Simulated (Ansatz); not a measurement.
Predict the output of the script below (Ansatz 0.2.0 through its Python package).

Script `clfh3sbsi.py`:
```python
'''Stretching a bond of ClFH3SbSi, the rest held rigid.'''

import ansatz as az
import matplotlib.pyplot as plt
import numpy as np


def main() -> None:
    geometry = (
        az.Crystal.molecule()
        .atom('F', [-1.3084, -2.0476, -0.338])
        .atom('Sb', [-1.3323, -0.4814, 0.9391])
        .atom('Si', [0.2721, 0.7955, -0.5088])
        .atom('Cl', [0.5335, -1.465, 2.1957])
        .atom('H', [1.3823, -0.118, -0.9451])
        .atom('H', [0.879, 1.9175, 0.2817])
        .atom('H', [-0.3649, 1.3309, -1.6704])
    )

    symbols = [site.symbol for site in geometry.cartesian_sites]
    start = np.array([site.position_ang for site in geometry.cartesian_sites])
    axis = (start[3] - start[1]) / np.linalg.norm(start[3] - start[1])
    moving = [3]
    lengths, energies = [2.161, 2.259, 2.357, 2.455, 2.553, 2.652, 2.75, 2.897], []
    for length in lengths:
        xyz = start.copy()
        xyz[moving] += (length - np.linalg.norm(start[3] - start[1])) * axis
        point = az.Crystal.molecule()
        for symbol, place in zip(symbols, xyz):
            point = point.atom(symbol, place.tolist())
        calculation = point.calculation()
        calculation = calculation.basis(gaussian='def2-SVP').functional('cam_b3lyp')
        report = calculation.run(threads=1, pin='off').report
        energies.append(report['free_energy_ev'])
        print(f'r = {length:6.3f} A  E = {energies[-1]:.5f} eV  <S^2> = {abs(report["mean_field"]["state"]["spin_squared"]):.3f}')

    # quartic fit about the minimum
    fit = np.polynomial.Polynomial.fit(lengths, np.array(energies) - min(energies), 4).convert()
    roots = [r.real for r in fit.deriv().roots() if abs(r.imag) < 1e-9 and fit.deriv(2)(r.real) > 0]
    r_e = min(roots, key=lambda r: abs(r - lengths[int(np.argmin(energies))]))
    print(f'minimum of the fit at {r_e:.4f} A, force constant {fit.deriv(2)(r_e):.2f} eV/A^2')
    plt.figure(figsize=(4.5, 3))
    plt.plot(lengths, np.array(energies) - min(energies), 'o-')
    plt.xlabel('bond length (A)')
    plt.ylabel('E - E(min) (eV)')
    plt.tight_layout()
    plt.savefig('scan.png', dpi=100)


if __name__ == '__main__':
    main()
```

```console
$ python clfh3sbsi.py
r =  2.161 A  E = -29695.11962 eV  <S^2> = 0.000
r =  2.259 A  E = -29695.45134 eV  <S^2> = 0.000
r =  2.357 A  E = -29695.56401 eV  <S^2> = 0.000
r =  2.455 A  E = -29695.52788 eV  <S^2> = 0.000
r =  2.553 A  E = -29695.39292 eV  <S^2> = 0.000
r =  2.652 A  E = -29695.19269 eV  <S^2> = 0.000
r =  2.750 A  E = -29694.95650 eV  <S^2> = 0.000
r =  2.897 A  E = -29694.56830 eV  <S^2> = 0.000
minimum of the fit at 2.3773 A, force constant 14.45 eV/A^2
```

What to keep in mind:
- Total energies depend on the basis set; only differences at equal settings carry meaning.
- The rest of the molecule is held rigid at a force-field or estimated start geometry, and the basis set is modest; single-reference methods fail as a bond breaks.
- def2 sets replace the cores of elements past krypton by effective core potentials.
- The orbitals are restricted, so S² is zero by construction.
- Wall time of the script: 25 s on 1 thread of Intel(R) Xeon(R) Processor @ 2.30GHz (shared host), peak memory 0.37 GiB.
